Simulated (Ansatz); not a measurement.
**C₃H₉NSi: how energies converge with the basis set**

Aim: see how fast density functionals converge with the basis set for C₃H₉NSi.

Method: one geometry, several basis sets; program: Ansatz 0.2.0, Gaussian basis.

Levels to be run: PBE0-D4/def2-SVP; ωB97M-V/def2-SVP; PBE0-D4/def2-QZVPP; ωB97M-V/def2-QZVPP; the functionals' def2-TZVPP values are taken from earlier runs.

**1. The relaxed structure**

The geometry comes from an earlier relaxation with PBE0-D4/def2-TZVP; it is a stationary point, not always the lowest conformer.

SMILES `C/C(N)=C\[SiH3]`, 14 atoms, charge 0, spin multiplicity 1.

Atoms are counted from 1 here; the program's logs count them from 0.

Bond lengths: C1–C2 1.496 Å, C1–H6 1.089 Å, C1–H7 1.095 Å, C1–H8 1.094 Å, C2–N3 1.376 Å, C2–C4 1.347 Å, N3–H9 1.006 Å, N3–H10 1.006 Å, C4–Si5 1.840 Å, C4–H11 1.089 Å, Si5–H12 1.488 Å, Si5–H13 1.493 Å, Si5–H14 1.493 Å. Angles: C2–C1–H6 111.9°, C2–C1–H7 110.7°, C2–C1–H8 110.4°, H6–C1–H7 107.9°, H6–C1–H8 108.4°, H7–C1–H8 107.6°, C1–C2–N3 113.3°, C1–C2–C4 123.5°, N3–C2–C4 123.2°, C2–N3–H9 116.9°, C2–N3–H10 117.3°, H9–N3–H10 114.3°, C2–C4–Si5 125.7°, C2–C4–H11 117.1°, Si5–C4–H11 117.2°, C4–Si5–H12 108.7°, C4–Si5–H13 113.4°, C4–Si5–H14 113.1° and more.

**2. PBE0-D4 in def2-SVP**

Contents of in.yaml:

```yaml
crystal:
  periodic: [false, false, false]
  atoms:
    - {symbol: C, position_ang: [-1.348328, -0.500414, 0.431480]}
    - {symbol: C, position_ang: [0.113274, -0.320099, 0.692163]}
    - {symbol: N, position_ang: [0.511095, -0.803829, 1.917262]}
    - {symbol: C, position_ang: [0.947994, 0.308226, -0.158729]}
    - {symbol: Si, position_ang: [0.469774, 1.074948, -1.761861]}
    - {symbol: H, position_ang: [-1.640547, -0.099193, -0.537888]}
    - {symbol: H, position_ang: [-1.615920, -1.562074, 0.450157]}
    - {symbol: H, position_ang: [-1.937349, 0.002023, 1.204116]}
    - {symbol: H, position_ang: [1.501232, -0.889829, 2.073664]}
    - {symbol: H, position_ang: [-0.037210, -1.543572, 2.321755]}
    - {symbol: H, position_ang: [1.994007, 0.382157, 0.135607]}
    - {symbol: H, position_ang: [1.688884, 1.635671, -2.405118]}
    - {symbol: H, position_ang: [-0.518848, 2.184371, -1.617635]}
    - {symbol: H, position_ang: [-0.140955, 0.102616, -2.716274]}
basis:
  gaussian: {orbitals: def2-SVP}
hamiltonian: {xc: pbe0, dispersion: d4}
output: {orbitals: {seedname: orbitals}}
```

Command:

```
$ ansatz run in.yaml --threads 4 --pin off --events-out ev --progress --plain --max-ram 10444MiB
```

After this run come: ωB97M-V in def2-SVP; PBE0-D4 in def2-QZVPP; ωB97M-V in def2-QZVPP.

**Question.** What will the summary of the whole plan be? Wanted: PBE0-D4: double and triple zeta above quadruple; ωB97M-V: double and triple zeta above quadruple.

The runs gave:

```
                                       quantity          value
PBE0-D4: double and triple zeta above quadruple  8.56, 0.54 eV
ωB97M-V: double and triple zeta above quadruple  8.84, 0.51 eV
```

PBE0-D4 gains 8.02 eV from double to triple zeta, then 0.54 eV more. Total energies overstate the basis error of differences, where much of it tends to cancel. The LUMO of ωB97M-V is positive and keeps falling with the basis (2.49 to 1.46 eV): an unbound level that the basis holds in place.
